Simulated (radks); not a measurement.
# Exchange and kinetic functionals tested on atomic densities: Ru³⁺, Ca⁺, He, Ga⁺, Ne, Hg¹⁵⁺

An exercise on one series of results from a longer session: the logs are not shown, and one member is left open.

Method: non-relativistic Kohn-Sham, PBE, spin-polarised, spherical densities, point nucleus; open shells are filled with parallel spins first. Code: radks (a radial shooting solver on a logarithmic mesh, Libxc functionals) version 1.

## The atom as given

| Property | Result |
| --- | --- |
| species | Ru³⁺ ([Kr] 4d5), Ca⁺ ([Ar] 4s1), He ([He]), Ga⁺ ([Ar] 3d10 4s2), Ne ([Ne]), Hg¹⁵⁺ ([Kr] 4d10 4f14 5s2 5p3) |

Set-up of the first run:

Settings of this run:

```text
Z 44
configuration [Kr] 4d5
relativity non-relativistic
functional pbe,pbe
spin polarised
nucleus point
```

Steps of the session up to this table: Ru³⁺, [Kr] 4d5.

One table of the session follows, with a row left open; its other results are not shown here.

Sizes of the orbitals, from the radial functions (bohr):

```
  level     <r>  outermost maximum (interpolated)  90 % within  nodes
  3d up  0.3836                             0.301        0.610      0
3d down       ?                                 ?            ?      ?
  4s up   1.040                             0.939         1.51      3
4s down   1.035                             0.934         1.50      3
  4p up   1.121                             0.991         1.65      2
4p down   1.117                             0.985         1.65      2
  4d up   1.418                              1.16         2.18      1
4d down   1.438                              1.16         2.24      1
```

Q: Estimate the row for 3d down from the others.

As computed: <r>: 0.3834; outermost maximum (interpolated): 0.301; 90 % within: 0.609; nodes: 0. In the column «<r>» it is the lowest.
